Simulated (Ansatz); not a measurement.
Write a Python script for Ansatz's Python interface that makes a single point from an input typed as a dict of Ta₄C₃, space group Pm-3m. Use: PBEsol, PAW, cutoff 510 eV, 5×5×5 k-points, cold smearing of 0.1 eV.

```
Ta C
1.0
     4.44528    0.00000    0.00000
     0.00000    4.44528    0.00000
     0.00000    0.00000    4.44528
Ta C
4 3
Direct
  0.00000 0.50000 0.50000
  0.50000 0.00000 0.50000
  0.50000 0.50000 0.00000
  0.00000 0.00000 0.00000
  0.50000 0.00000 0.00000
  0.00000 0.50000 0.00000
  0.00000 0.00000 0.50000
```

`deck_ta4c3.py`:
```python
"""Ta4C3 from an input typed as a mapping."""

import ansatz as az


def main() -> None:
    inputs = {
        "crystal": {
            "lattice": [[4.445281, 0.0, 0.0], [0.0, 4.445281, 0.0], [0.0, 0.0, 4.445281]],
            "atoms": [
                {"symbol": "Ta", "position": [0.0, 0.5, 0.5]},
                {"symbol": "Ta", "position": [0.5, 0.0, 0.5]},
                {"symbol": "Ta", "position": [0.5, 0.5, 0.0]},
                {"symbol": "Ta", "position": [0.0, 0.0, 0.0]},
                {"symbol": "C", "position": [0.5, 0.0, 0.0]},
                {"symbol": "C", "position": [0.0, 0.5, 0.0]},
                {"symbol": "C", "position": [0.0, 0.0, 0.5]},
            ],
        },
        "kpoints": {"mp_grid": {"grid": [5, 5, 5]}},
        "hamiltonian": {"xc": "pbesol"},
        "scf": {"occupations": {"method": "cold", "width": 0.1}},
        "basis": {"ecutwfc": "510 eV"},
        "output": {"forces": True, "stress": True, "eigenvalues": True},
    }

    done = az.Session.from_dict(inputs).plan().execute()
    report = done.report

    for key in ("converged", "n_iterations", "n_electrons", "n_kpoints", "n_pw", "n_symmetry_ops", "free_energy_ev", "fermi_energy_ev"):
        print(f"{key:18s} {report[key]}")

    gap = None if "band_edges_ev" not in report else report["band_edges_ev"][1] - report["band_edges_ev"][0]
    print("gap on the k mesh:", "withheld (metal, or smearing too wide to tell)" if gap is None else f"{gap:.3f} eV")
    print("lowest empty less highest filled band, by band count:", round(report["gap_by_band_count_ev"], 3), "eV")

    fermi = report["fermi_energy_ev"]
    print("levels less the Fermi level (eV) at the first k-points")
    for k, levels in list(zip(report["kpoints_frac"], report["eigenvalues_ev"]))[:6]:
        print("k = ({:.3f}, {:.3f}, {:.3f})".format(*k))
        print("   ", " ".join(f"{e - fermi:.3f}" for e in levels))

    # forces, one row an atom
    print("forces (eV/A)")
    for site, force in zip(done.lattice.sites, report["forces_ev_ang"]):
        print(f"  {site.symbol:2s} {force[0]:9.4f} {force[1]:9.4f} {force[2]:9.4f}")

    used = report["setup"]
    print("cutoffs (eV):", used["ecut_ev"], used["ecutrho_ev"], " FFT grid:", used["fft_dense"])
    print("cell volume {:.3f} A^3, {} symmetry operations".format(used["cell_volume_ang3"], used["n_sym_ops"]))


if __name__ == "__main__":
    main()
```

```console
$ python deck_ta4c3.py
converged          True
n_iterations       7
n_electrons        64.0
n_kpoints          10
n_pw               2325
n_symmetry_ops     48
free_energy_ev     -39969.7318281556
fermi_energy_ev    18.337886132057683
gap on the k mesh: withheld (metal, or smearing too wide to tell)
lowest empty less highest filled band, by band count: -0.818 eV
levels less the Fermi level (eV) at the first k-points
k = (0.000, 0.000, 0.000)
    -68.458 -67.868 -67.824 -67.824 -35.146 -35.146 -35.146 -34.546 -34.546 -34.546 -34.467 -34.467 -34.467 -34.093 -34.093 -34.093 -13.904 -12.197 -12.197 -4.581 -3.772 -3.772 -3.772 -3.612 -3.612 -3.612 -1.201 -1.201 -1.201 -0.481 -0.481 -0.481 -0.461 -0.461 -0.461 1.461 1.461 3.328 3.738
k = (0.000, 0.000, 0.200)
    -68.458 -67.864 -67.827 -67.823 -35.128 -35.128 -35.118 -34.548 -34.547 -34.547 -34.471 -34.470 -34.470 -34.133 -34.109 -34.109 -13.557 -12.041 -11.927 -4.830 -4.071 -4.071 -3.956 -3.586 -3.586 -3.556 -2.692 -2.572 -1.361 -1.361 -0.899 -0.655 -0.655 0.694 0.694 1.610 2.430 3.350 4.072
k = (0.000, 0.000, 0.400)
    -68.457 -67.856 -67.836 -67.823 -35.096 -35.096 -35.068 -34.565 -34.565 -34.552 -34.477 -34.460 -34.460 -34.203 -34.137 -34.137 -12.758 -11.920 -11.401 -5.760 -4.897 -4.449 -4.320 -4.320 -3.726 -3.726 -3.148 -2.981 -1.796 -1.762 -1.762 0.163 0.163 1.131 1.945 2.013 2.013 2.931 3.181
k = (0.000, 0.200, 0.200)
    -68.458 -67.861 -67.829 -67.826 -35.136 -35.111 -35.090 -34.611 -34.539 -34.508 -34.487 -34.480 -34.422 -34.202 -34.126 -34.082 -13.217 -11.811 -11.714 -5.204 -4.536 -4.420 -4.083 -3.931 -3.811 -3.439 -2.765 -2.726 -2.721 -1.706 -0.950 -0.536 0.006 0.649 0.796 1.765 2.536 3.908 4.133
k = (0.000, 0.200, 0.400)
    -68.457 -67.853 -67.836 -67.826 -35.115 -35.081 -35.081 -34.637 -34.546 -34.527 -34.476 -34.471 -34.373 -34.274 -34.158 -34.085 -12.427 -11.636 -11.194 -6.017 -5.526 -5.197 -4.541 -4.332 -3.936 -3.650 -3.501 -3.177 -2.782 -1.881 -0.526 -0.062 0.565 0.640 1.784 1.917 2.939 3.083 3.230
k = (0.000, 0.400, 0.400)
    -68.457 -67.846 -67.837 -67.833 -35.132 -35.115 -35.055 -34.711 -34.512 -34.501 -34.472 -34.437 -34.353 -34.306 -34.195 -34.046 -11.639 -11.104 -10.898 -6.731 -6.507 -5.636 -5.367 -4.444 -4.349 -4.217 -4.172 -4.005 -2.103 -1.688 -0.101 -0.042 0.985 1.448 1.556 2.710 2.800 3.553 3.618
forces (eV/A)
  Ta    0.0000   -0.0000    0.0000
  Ta    0.0000   -0.0000    0.0000
  Ta    0.0000   -0.0000    0.0000
  Ta   -0.0000    0.0000   -0.0000
  C    -0.0000   -0.0000    0.0000
  C     0.0000   -0.0000    0.0000
  C     0.0000    0.0000   -0.0000
cutoffs (eV): 510.0 2040.0  FFT grid: [36, 36, 36]
cell volume 87.841 A^3, 48 symmetry operations
```

Absolute energies stand on the zero of these potentials, so only differences at equal settings mean something. A total without «per atom» is that of the cell as typed. Spin is left out of this run. The computed bands are complete only to about 3.2 eV above the Fermi level. For a metal this k-point mesh is coarse: on a finer one energies can move by several to tens of meV an atom and pressures by half a GPa or more, differences at one mesh by less. The zero of the levels is a convention of the potentials, so an absolute Fermi energy is no work function. A gap by band count of zero or less means overlapping bands, a metal. At these settings the cell as given stands under about -9 GPa, so it isn't at this functional's equilibrium volume. This cell is a computed structure, which may not be the phase found in nature. Levels are Kohn-Sham eigenvalues on this mesh, without spin-orbit coupling. Wall time of the script: 3.4 s on 1 thread of Arm Neoverse V1, with other jobs on the host, peak memory 0.41 GiB.

(Lines on the test bed's own set-up are left out of the output.)
